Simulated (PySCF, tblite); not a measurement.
**C3H5BF3NO: geometry, infrared bands, NMR shifts, spin-spin couplings, electronic excitations and core binding energies**

What infrared bands, NMR shifts, spin-spin couplings, electronic excitations and core binding energies should C3H5BF3NO (`[BH3-][N+]#CCOC(F)(F)F`) show?

Programs: tblite 0.8.0 and PySCF 2.14.0, with density-fitted response routines of our own. Each step states its level of theory. These are calculated values for one molecule in the gas phase, unless marked as measured. Atoms are numbered from 0 throughout.

## Step 1: Starting geometry

14 atoms, charge 0, multiplicity 1; geometry from: force field or distance geometry start.

Bonds of the start (Å): B0–N1 1.50, N1–C2 1.14, C2–C3 1.47, C3–O4 1.43, O4–C5 1.42, C5–F6 1.38, C5–F7 1.39, C5–F8 1.38, B0–H9 1.19, B0–H10 1.19, B0–H11 1.19, C3–H12 1.11, C3–H13 1.11.

## Step 2: Geometry optimisation with GFN2-xTB

The job: settings as JSON, then the geometry in Å.

```
{"job": {"kind": "relax", "xc": "GFN2-xTB", "basis": "xTB"}, "charge": 0, "multiplicity": 1}
B      3.305000     0.120800     0.043400
N      1.815000     0.186000    -0.117900
C      0.678900     0.222800    -0.223300
C     -0.785200     0.290500    -0.384900
O     -1.377400    -0.497500     0.649400
C     -2.790800    -0.468600     0.530600
F     -3.317100    -1.238000     1.543200
F     -3.264800     0.827500     0.678400
F     -3.197700    -1.000300    -0.677000
H      3.749700     1.212400    -0.099100
H      3.748600    -0.614100    -0.775900
H      3.564100    -0.279700     1.134600
H     -1.096600     1.350400    -0.289200
H     -1.032500    -0.112800    -1.387600
```

On the command line:

```
$ OMP_NUM_THREADS=1 python probes_run.py task.json out
```

This one command runs all jobs of the session in turn.

**Question.** This job is followed by: GFN2-xTB harmonic vibrations, gas phase; PBE0-D3(BJ)/def2-SVP geometry optimisation, gas phase; GIAO PBE0/pcSseg-1 NMR shielding, non-relativistic, gas phase; B3LYP/pcJ-1 indirect spin-spin coupling, non-relativistic, gas phase; TDDFT PBE0/def2-SVPD, vertical, gas phase, core orbitals frozen in the response; delta-SCF UKS SCAN, pcX-2 on the ionised atom, pcseg-1 elsewhere, spin-free X2C. Predict these results of the whole session: strongest single infrared mode (GFN2-xTB); zero-point energy (GFN2-xTB); point group; rotational constants (main isotopes); 13C shifts against TMS (PBE0/pcSseg-1); 1H shifts against TMS (PBE0/pcSseg-1, means over atoms taken as alike); 11B shifts against BF3·OEt2 (PBE0/pcSseg-1); 15N shifts against NH3 (PBE0/pcSseg-1); 17O shifts against H2O (PBE0/pcSseg-1); 19F shifts against CFCl3 (PBE0/pcSseg-1, means over atoms taken as alike); largest coupling of the table (B3LYP/pcJ-1); lowest singlet (PBE0/def2-SVPD); brightest single state of those computed; lowest triplet; vertical ionisation energy (ΔSCF); vertical electron affinity (ΔSCF); C1s binding energies, SCAN/pcX-2; B1s binding energies, SCAN/pcX-2; N1s binding energies, SCAN/pcX-2; O1s binding energies, SCAN/pcX-2; F1s binding energies, SCAN/pcX-2.

**Answer**, as computed:

```
                                                                 quantity                                             value
                                strongest single infrared mode (GFN2-xTB)                             1213 cm⁻¹, 814 km/mol
                                             zero-point energy (GFN2-xTB)                                     52.0 kcal/mol
                                                              point group                                                C1
                                     rotational constants (main isotopes)                              4.62, 0.63, 0.62 GHz
                                   13C shifts against TMS (PBE0/pcSseg-1)                            126.9, 109.2, 51.2 ppm
   1H shifts against TMS (PBE0/pcSseg-1, means over atoms taken as alike)                                    4.64, 2.32 ppm
                              11B shifts against BF3·OEt2 (PBE0/pcSseg-1)                                         -36.8 ppm
                                   15N shifts against NH3 (PBE0/pcSseg-1)                                         254.1 ppm
                                   17O shifts against H2O (PBE0/pcSseg-1)                                         100.2 ppm
19F shifts against CFCl3 (PBE0/pcSseg-1, means over atoms taken as alike)                                         -78.3 ppm
                              largest coupling of the table (B3LYP/pcJ-1)                          1J(C,F) C5–F6, -337.7 Hz
                                          lowest singlet (PBE0/def2-SVPD)                       5.03 eV (247 nm), f = 0.002
                                 brightest single state of those computed                       state 4, 6.56 eV, f = 0.674
                                                           lowest triplet                                           4.55 eV
                                        vertical ionisation energy (ΔSCF)                                          10.33 eV
                                        vertical electron affinity (ΔSCF)  -0.21 eV (unbound: the value hangs on the basis)
                                         C1s binding energies, SCAN/pcX-2                C5 300.78, C3 295.28, C2 293.39 eV
                                         B1s binding energies, SCAN/pcX-2                                      B0 194.28 eV
                                         N1s binding energies, SCAN/pcX-2                                      N1 407.55 eV
                                         O1s binding energies, SCAN/pcX-2                                      O4 541.23 eV
                                         F1s binding energies, SCAN/pcX-2                                      F6 695.30 eV
```

What this shows: The lowest mode is imaginary (26i cm⁻¹), so the xTB geometry is not a minimum. The strongest single mode, at 1213 cm⁻¹, moves mainly C5. Unscaled tight-binding wavenumbers are off by several per cent, some by more. Its intensities can rank the bands wrongly. Relaxing lowered the energy by 0.292 eV in 10 steps; the close pair that moved most is C2–C3, from 1.388 to 1.455 Å (PBE0/def2-SVP). No frequency check was run at this level, so the end point may be a saddle. The most deshielded hydrogen is H12, H13 (mean) (hydrogen on an sp3 CH2 bonded to O, α to a nitrile), at 4.64 ppm: its carbon carries O, which withdraws density. At PBE0/pcSseg-1: Shielding is most anisotropic at N1 (span 459 ppm, paramagnetic term -320 ppm). Of the pairs tabulated at B3LYP/pcJ-1, C5–F6 (mean over like pairs) couples most strongly (-337.7 Hz; Fermi contact -305.3 Hz). Couplings across rotatable bonds belong to this one conformer; where others are populated, the observed values are averages. Density functionals describe couplings to fluorine poorly, F–F couplings above all, so those rows are rough. The lowest singlet, at 5.03 eV, is HOMO→LUMO 0.96 and is weak; of the 10 states computed, the strongest absorption comes from state 4 at 6.56 eV. The lowest triplet lies 0.48 eV below the lowest singlet (triplets in Tamm-Dancoff, singlets in full TDDFT). The orbital energy would give 8.05 eV for ionisation, ΔSCF gives 10.33 eV. The C1s levels kept as sound span 7.39 eV, from C2 (nitrilium-type carbon) up to C5 (CF3 carbon).
